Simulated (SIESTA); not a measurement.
Si2C:

```
CELL_PARAMETERS angstrom
3.37973 0.00000 0.00000
-1.68986 2.92693 0.00000
0.00000 0.00000 4.65332
ATOMIC_POSITIONS crystal
Si 0.33333 0.66667 0.75035
Si 0.33333 0.66667 0.24965
C 0.00000 0.00000 0.00000
```

The cell was built by a generator and needn't be a form met in nature.

- Program: SIESTA 5.4.2
- Task: relaxation of cell and atoms
- Functional: PBEsol
- Potentials or basis: PseudoDojo 0.4 standard (PBEsol files)
- Basis: TZP (energy shift 0.002 Ry)
- Grid cutoff: 500 Ry
- Energy shift: 0.002 Ry
- k mesh: 7 × 7 × 4
- Occupations: fermi-dirac, width 0.05 eV
- Spin: no spin polarisation

At the start: pressure -13.8 GPa; volume 15.34 Å³/atom.

Q: Where does the relaxation end?

A: Over 23 steps the energy falls by 551.4 meV/atom and the volume is 11.52 Å³/atom (-24.9 %); space group P-6m2 (No. 187, to 0.05 Å).

Step by step:
```
step  energy change (eV)  largest force (eV/Å)  pressure (GPa)  volume (Å³)
   1              0.0000                0.5678          -13.83        46.03
   2             -0.1089                0.1657          -14.16        45.58
   3             -0.2752                0.0314          -14.24        44.77
   4             -1.4613                1.4935            5.37        32.70
   5             -1.2480                1.1553           -9.55        38.91
   6             -1.5913                0.2160            5.62        33.21
   7             -1.5750                0.2506           -6.30        36.55
   8             -1.6526                0.3422            0.70        34.58
   9             -1.5928                0.4090           -5.09        36.23
  10             -1.6528                0.2144           -0.54        34.82
  11             -1.6169                0.0807            5.07        33.45
  12             -1.6247                0.0876           -4.35        35.78
  13             -1.6546                0.0641           -0.35        34.70
  14             -1.6382                0.1208            3.45        33.83
  15             -1.6482                0.0822           -1.99        35.13
  16             -1.6548                0.0615            0.20        34.56
  17             -1.6496                0.0772            1.97        34.14
  18             -1.6539                0.0539           -0.71        34.78
  19             -1.6544                0.0556            0.61        34.45
  20             -1.6547                0.0458            0.34        34.52
  21             -1.6534                0.0317           -0.75        34.77
  22             -1.6542                0.0019           -0.07        34.58
  23             -1.6543                0.0004           -0.01        34.56
```

Final structure:
```yaml
crystal:
  lattice:
    - [2.86844, 0.00000, 0.00000]
    - [-1.43422, 2.48414, 0.00000]
    - [0.00000, 0.00000, 4.85046]
  atoms:
    - { symbol: Si, position: [0.33333, 0.66667, 0.75111] }
    - { symbol: Si, position: [0.33333, 0.66667, 0.24889] }
    - { symbol: C, position: [0.00000, 0.00000, 0.00000] }
```

Caveat: the volume moved by over 15 % at a fixed basis, so the end points are rough; the basis of atomic orbitals isn't converged, which shifts pressures, moduli and gaps.
